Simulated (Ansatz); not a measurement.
TaVN2:

```
CELL_PARAMETERS angstrom
3.04987 0.00000 0.00000
0.00000 3.04987 0.00000
0.00000 0.00000 4.29606
ATOMIC_POSITIONS crystal
Ta 0.00000 0.00000 0.00000
V 0.50000 0.50000 0.50000
N 0.50000 0.50000 0.00000
N 0.00000 0.00000 0.50000
```

The cell comes from a database or a generator and needn't be the stable form of this composition.

Base run:

- Program: Ansatz 0.2.0
- Functional: LDA
- Potentials or basis: Ansatz PAW
- Cutoff: 420 eV
- Density cutoff: 1680 eV
- k mesh: 9 × 9 × 6
- Occupations: fermi-dirac, width 0.05 eV
- Spin: collinear spin, ferromagnetic start
- Starting moments: [0.0, 2.0, 0.0, 0.0] μB

Its results: band gap on the k mesh none (metal or under the smearing width); pressure -19.3 GPa; net moment 0.17 μB per cell; site moments Ta -0.00; V +0.14; N +0.00 μB.

Q: The run is repeated on the same cell with these changes: functional from LDA to r2SCAN; cutoff from 420 eV to 500 eV; density cutoff from 1680 eV to 2000 eV. What comes out?

A: Band gap on the k mesh none (metal or under the smearing width); pressure 1.0 GPa; net moment 1.97 μB per cell; site moments Ta -0.07; V +1.63; N +0.04, +0.06 μB.

Caveats: the PAW data sets come from PBE, with cores solved anew for the run's functional, which leaves a small shift of forces and pressure; the magnetic or orbital state may not be the lowest (some runs).

Not every run made on this cell is shown here.
